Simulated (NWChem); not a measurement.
# A workflow on the pair GeH2···CH4

We compute the energy (singlet CH6Ge, B97-D/6-31G*), then the energy (singlet GeH2, B97-D/6-31G*), then the energy (singlet CH4, B97-D/6-31G*), then the energy (singlet GeH2, B97-D/6-31G*), then the energy (singlet CH4, B97-D/6-31G*) of CH6Ge and its partners. 

The results are computed with NWChem 7.3.0.

## (1) The molecule

CH6Ge has 8 atoms, charge 0, and is taken as a singlet. The two molecules were placed rigidly side by side, at 1.1 times their contact distance; the pair isn't optimised.

Bond lengths: Ge1–H2 1.595 Å, Ge1–H3 1.594 Å, C4–H5 1.090 Å, C4–H6 1.090 Å, C4–H7 1.090 Å, C4–H8 1.090 Å. Angles: H2–Ge1–H3 90.6°, H5–C4–H6 109.5°, H5–C4–H7 109.5°, H5–C4–H8 109.5°, H6–C4–H7 109.5°, H6–C4–H8 109.5°, H7–C4–H8 109.5°.

## (2) The energy at B97-D/6-31G(d) (spherical functions) (run 1)

Contents of ch6ge.nw:

```
start ch6ge
title "CH6Ge energy"
memory stack 880 mb heap 220 mb global 1100 mb
charge 0

geometry noautosym nocenter noautoz
Ge      -0.570100       0.405100      -0.263700
H        0.783000       0.743600       0.509000
H       -0.212900      -1.148700      -0.245300
C       -1.547130       2.936440      -3.872140
H       -1.744220       3.950380      -4.219180
H       -0.627940       2.568950      -4.327480
H       -2.376520       2.288360      -4.154110
H       -1.439980       2.938190      -2.787800
end

basis spherical bse
* library 6-31G*
end

dft
xc becke97-d
mult 1
grid fine
convergence energy 1e-08
maxiter 100
mulliken
print low
end

task dft energy
```

Started as:

```console
$ nwchem ch6ge.nw > ch6ge.out
```

What it wrote:

```text
[...]
 d= 0,ls=0.0,diis     1  -2119.3630579908 -2.19D+03  1.24D-02  2.18D-01     2.1
[...]
 d= 0,ls=0.0,diis     8  -2119.3913000345  1.38D-09  4.32D-06  5.78D-08    13.4
         Total DFT energy =    -2119.391300034491
      One electron energy =    -3097.648446819018
           Coulomb energy =      991.637263769988
    Exchange-Corr. energy =      -87.718072064258
 Nuclear repulsion energy =       74.340491032953
    Dispersion correction =       -0.002535954155
[...]
      Total Density - Mulliken Population Analysis
     ---------------------------------------------
    Atom       Charge   Shell Charges
 -----------   ------   -------------------------------------------------------
    1 Ge  32    31.99   2.00  2.00  6.00  2.00  5.99  1.64  1.63  0.25  0.41  6.91  2.88  0.29
    2 H    1     1.01   0.49  0.52
    3 H    1     1.01   0.49  0.52
    4 C    6     6.66   2.00  0.68  2.14  0.69  1.13  0.03
    5 H    1     0.84   0.53  0.31
    6 H    1     0.84   0.53  0.31
    7 H    1     0.84   0.53  0.31
    8 H    1     0.82   0.53  0.29
[...]
```

Wall time 14 s (1 thread of Intel Xeon Platinum 8259CL at 2.50GHz (Skylake/Cascade Lake), shared host); peak memory 0.11 GiB.

## (3) GeH2: a single-point energy at B97-D/6-31G(d) (spherical functions) (run 2)

Contents of geh2.nw:

```
start geh2
title "GeH2 energy"
memory total 2200 mb
geometry units angstroms noautosym nocenter noautoz
  Ge   -0.570100    0.405100   -0.263700
  H     0.783000    0.743600    0.509000
  H    -0.212900   -1.148700   -0.245300
end
basis spherical bse
  Ge library 6-31G*
  H library 6-31G*
end
dft
  xc becke97-d
  grid fine
  convergence energy 1e-08
  iterations 100
  mulliken
  noprint "final vectors analysis"
end
task dft energy
```

Started as:

```console
$ nwchem geh2.nw > geh2.out
```

What it wrote:

```text
[...]
          Wavefunction type:  closed shell.
          No. of atoms     :     3
          No. of electrons :    34
[...]
          Charge           :     0
          Spin multiplicity:     1
[...]
          AO basis - number of functions:    36
[...]
              XC Information
              --------------
                   Becke 97-D Method XC Functional
                  Becke 1997-D Exchange Functional  1.000
                Becke 1997-D Correlation Potential  1.000
[...]
 d= 0,ls=0.0,diis     1  -2078.8840130297 -2.10D+03  1.85D-02  1.30D-01     1.1
[...]
 d= 0,ls=0.0,diis     8  -2078.9018205802 -7.78D-11  3.73D-08  1.62D-12     5.4
         Total DFT energy =    -2078.901820580174
      One electron energy =    -2938.908705365027
           Coulomb energy =      919.360051973114
    Exchange-Corr. energy =      -80.826390857406
 Nuclear repulsion energy =       21.473703583477
    Dispersion correction =       -0.000479914330
[...]
      Total Density - Mulliken Population Analysis
     ---------------------------------------------
    Atom       Charge   Shell Charges
 -----------   ------   -------------------------------------------------------
    1 Ge  32    31.98   2.00  2.00  6.00  2.00  5.99  1.64  1.63  0.25  0.40  6.91  2.88  0.29
    2 H    1     1.01   0.49  0.52
    3 H    1     1.01   0.49  0.52
[...]
```

Run time: 6 s. Hardware: 1 thread of Intel Xeon Platinum 8259CL at 2.50GHz (Skylake/Cascade Lake), shared host; peak memory 0.11 GiB.

## (4) CH4: the energy at B97-D/6-31G(d) (spherical functions) (run 3)

Contents of ch4.nw:

```
start ch4
title "CH4 energy"
memory total 2200 mb

geometry units angstrom noautosym nocenter noautoz
C       -1.547130       2.936440      -3.872140
H       -1.744220       3.950380      -4.219180
H       -0.627940       2.568950      -4.327480
H       -2.376520       2.288360      -4.154110
H       -1.439980       2.938190      -2.787800
end

basis spherical bse
* library 6-31G*
end

dft
xc becke97-d
grid fine
convergence energy 1e-08
iterations 100
mulliken
print low
end

task dft energy
```

Started as:

```console
$ nwchem ch4.nw > ch4.out
```

What it wrote:

```text
[...]
 d= 0,ls=0.0,diis     1    -40.4781717856 -5.39D+01  1.11D-02  8.69D-02     0.4
[...]
 d= 0,ls=0.0,diis     6    -40.4885036155 -1.42D-11  4.80D-08  2.07D-12     1.7
         Total DFT energy =      -40.488503615520
      One electron energy =      -79.867859273417
           Coulomb energy =       32.832656844410
    Exchange-Corr. energy =       -6.891796427053
 Nuclear repulsion energy =       13.439733048580
    Dispersion correction =       -0.001237808040
[...]
      Total Density - Mulliken Population Analysis
     ---------------------------------------------
    Atom       Charge   Shell Charges
 -----------   ------   -------------------------------------------------------
    1 C    6     6.65   2.00  0.68  2.14  0.69  1.13  0.03
    2 H    1     0.84   0.53  0.31
    3 H    1     0.84   0.53  0.31
    4 H    1     0.84   0.53  0.31
    5 H    1     0.84   0.53  0.31
[...]
```

Run time: 2.3 s. Hardware: 1 thread of Intel Xeon Platinum 8259CL at 2.50GHz (Skylake/Cascade Lake), shared host; peak memory 0.11 GiB.

## (5) GeH2 among ghost functions: a single-point energy at B97-D/6-31G(d) (spherical functions, with ghost functions) (run 4)

Contents of nw.nw:

```
echo
start nw
title "GeH2 energy"
memory stack 880 mb heap 220 mb global 1100 mb

geometry units angstrom noautosym nocenter noautoz
   Ge   -0.570100    0.405100   -0.263700
   H     0.783000    0.743600    0.509000
   H    -0.212900   -1.148700   -0.245300
   bqC     -1.547130     2.936440    -3.872140
   bqH     -1.744220     3.950380    -4.219180
   bqH     -0.627940     2.568950    -4.327480
   bqH     -2.376520     2.288360    -4.154110
   bqH     -1.439980     2.938190    -2.787800
end

basis spherical bse
   Ge library 6-31G*
   H library 6-31G*
   bqC library C 6-31G*
   bqH library H 6-31G*
end

dft
   xc becke97-d
   mult 1
   grid fine
   convergence energy 1e-08
   maxiter 100
   mulliken
   print low
end

task dft energy
```

Started as:

```console
$ nwchem nw.nw > nw.out
```

What it wrote:

```text
[...]
 d= 0,ls=0.0,diis     1  -2078.8840272224 -2.10D+03  1.15D-02  1.31D-01     2.3
[...]
 d= 0,ls=0.0,diis     8  -2078.9018493901 -9.87D-11  6.67D-07  3.73D-10    11.3
         Total DFT energy =    -2078.901849390080
      One electron energy =    -2938.907266318653
           Coulomb energy =      919.358489028025
    Exchange-Corr. energy =      -80.826295768597
 Nuclear repulsion energy =       21.473703583477
    Dispersion correction =       -0.000479914330
[...]
      Total Density - Mulliken Population Analysis
     ---------------------------------------------
    Atom       Charge   Shell Charges
 -----------   ------   -------------------------------------------------------
    1 Ge  32    31.98   2.00  2.00  6.00  2.00  5.99  1.64  1.63  0.25  0.40  6.91  2.88  0.29
    2 H    1     1.01   0.49  0.52
    3 H    1     1.01   0.49  0.52
    4 X    0    -0.00   0.00  0.00 -0.00 -0.00  0.00 -0.00
    5 X    0     0.00   0.00  0.00
    6 X    0     0.00  -0.00  0.00
    7 X    0     0.00  -0.00  0.00
    8 X    0     0.00  -0.00  0.00
[...]
```

Wall time 12 s (1 thread of Intel Xeon Platinum 8259CL at 2.50GHz (Skylake/Cascade Lake), shared host); peak memory 0.12 GiB.

## (6) CH4 among ghost functions: the energy at B97-D/6-31G(d) (spherical functions, with ghost functions) (run 5)

Contents of sp.nw:

```
start sp
memory 2200 mb
charge 0

geometry units angstrom noautosym nocenter noautoz
  C    -1.547130    2.936440   -3.872140
  H    -1.744220    3.950380   -4.219180
  H    -0.627940    2.568950   -4.327480
  H    -2.376520    2.288360   -4.154110
  H    -1.439980    2.938190   -2.787800
  bqGe    -0.570100     0.405100    -0.263700
  bqH      0.783000     0.743600     0.509000
  bqH     -0.212900    -1.148700    -0.245300
end

basis spherical bse
  C library 6-31G*
  H library 6-31G*
  bqGe library Ge 6-31G*
  bqH library H 6-31G*
end

dft
  xc becke97-d
  grid fine
  convergence energy 1e-08
  iterations 100
  mulliken
  print low
end

task dft
```

Started as:

```console
$ nwchem sp.nw > sp.out
```

What it wrote:

```text
[...]
 d= 0,ls=0.0,diis     1    -40.4784019771 -5.39D+01  4.21D-03  8.72D-02     1.4
[...]
 d= 0,ls=0.0,diis     6    -40.4887364139 -1.13D-10  2.11D-07  1.99D-10     7.9
         Total DFT energy =      -40.488736413870
      One electron energy =      -79.863346366815
           Coulomb energy =       32.826961565943
    Exchange-Corr. energy =       -6.890846853537
 Nuclear repulsion energy =       13.439733048580
    Dispersion correction =       -0.001237808040
[...]
      Total Density - Mulliken Population Analysis
     ---------------------------------------------
    Atom       Charge   Shell Charges
 -----------   ------   -------------------------------------------------------
    1 C    6     6.66   2.00  0.68  2.14  0.69  1.13  0.03
    2 H    1     0.84   0.53  0.31
    3 H    1     0.84   0.53  0.31
    4 H    1     0.84   0.53  0.31
    5 H    1     0.83   0.53  0.30
    6 X    0     0.01  -0.00 -0.00 -0.00 -0.00  0.00 -0.00 -0.00  0.00  0.00  0.00 -0.00  0.00
    7 X    0    -0.00   0.00 -0.00
    8 X    0     0.00  -0.00  0.00
[...]
```

Run time: 8.7 s. Hardware: 1 thread of Intel Xeon Platinum 8259CL at 2.50GHz (Skylake/Cascade Lake), shared host; peak memory 0.12 GiB.

## (7) Outcome

| quantity | value |
| --- | --- |
| run 1, B97-D/6-31G*: total energy | -2119.39130 Eh |
| run 1, B97-D/6-31G*: dispersion energy | -6.66 kJ/mol |
| GeH2: total energy | -2078.90182 Eh |
| GeH2: dipole moment | 0.15 D |
| GeH2: dispersion energy | -1.26 kJ/mol |
| CH4: total energy | -40.48850 Eh |
| CH4: dispersion energy | -3.25 kJ/mol |
| GeH2 among ghost functions: total energy | -2078.90185 Eh |
| GeH2 among ghost functions: dispersion energy | -1.26 kJ/mol |
| CH4 among ghost functions: total energy | -40.48874 Eh |
| CH4 among ghost functions: dispersion energy | -3.25 kJ/mol |
| interaction energy of the rigid parts GeH2 and CH4 (parts in their own basis; closest atoms 3.68 Å apart) | -0.027 eV |
| interaction energy of the rigid parts GeH2 and CH4 (parts in the whole basis, counterpoise; closest atoms 3.68 Å apart) | -0.019 eV |

What this shows: The interaction energy of the rigid parts GeH2 and CH4 (parts in their own basis; closest atoms 3.68 Å apart) is −0.03 eV (−0.6 kcal/mol): the parts attract. Without counterpoise this holds the superposition error of the basis. The interaction energy of the rigid parts GeH2 and CH4 (parts in the whole basis, counterpoise; closest atoms 3.68 Å apart) is −0.02 eV (−0.4 kcal/mol). The basis-set superposition error is 0.7 kJ/mol. Mulliken charges (CH4) run from -0.65 on C1 to +0.16 on H2; they depend strongly on the basis.
